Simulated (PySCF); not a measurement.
# CH6BNO2: the cost of one run

The runs use PySCF 2.14.0, with density-fitted response routines of our own; the level of theory stands in each step. All values are computed, except where a source is named. Atoms count from 0, in the outputs and in this text.

## 1. The starting structure

11 atoms, charge 0, multiplicity 1; geometry from: GFN2-xTB. The atoms were then displaced at random by about 0.01 Å, so the start is not that level's minimum.

Bonds of the start (Å): C0–N1 1.48, N1–B2 1.42, B2–O3 1.36, B2–O4 1.36, C0–H5 1.07, C0–H6 1.09, C0–H7 1.08, N1–H8 1.01, O3–H9 0.99, O4–H10 0.95.

## 2. Optimising the geometry at PBE0-D3(BJ)/def2-SVP

The job: settings as JSON, then the geometry in Å.

```
{"job": {"xc": "PBE0", "basis": "def2-SVP", "d3": "d3bj", "grid": 1, "shake": 0.01, "kind": "geom"}, "charge": 0, "multiplicity": 1}
C      1.593520    -0.127160     0.133460
N      0.318590     0.523850    -0.259260
B     -0.963600    -0.083730    -0.176190
O     -1.002860    -1.353660     0.301070
O     -2.101450     0.558610    -0.553730
H      1.712090    -1.023640    -0.431950
H      2.416660     0.565130    -0.071410
H      1.580770    -0.344390     1.188120
H      0.418330     1.478910    -0.566420
H     -1.942950    -1.669590     0.325770
H     -1.990980     1.449840    -0.865210
```

Launch:

```sh
$ OMP_NUM_THREADS=1 python probes_run.py task.json out
```

This one command runs all jobs of the session in turn.

**Question.** How long does this first job take on 1 thread of Arm Neoverse V1, shared host, and how much memory does it need?

About 49 s, with a peak of 0.41 GiB.
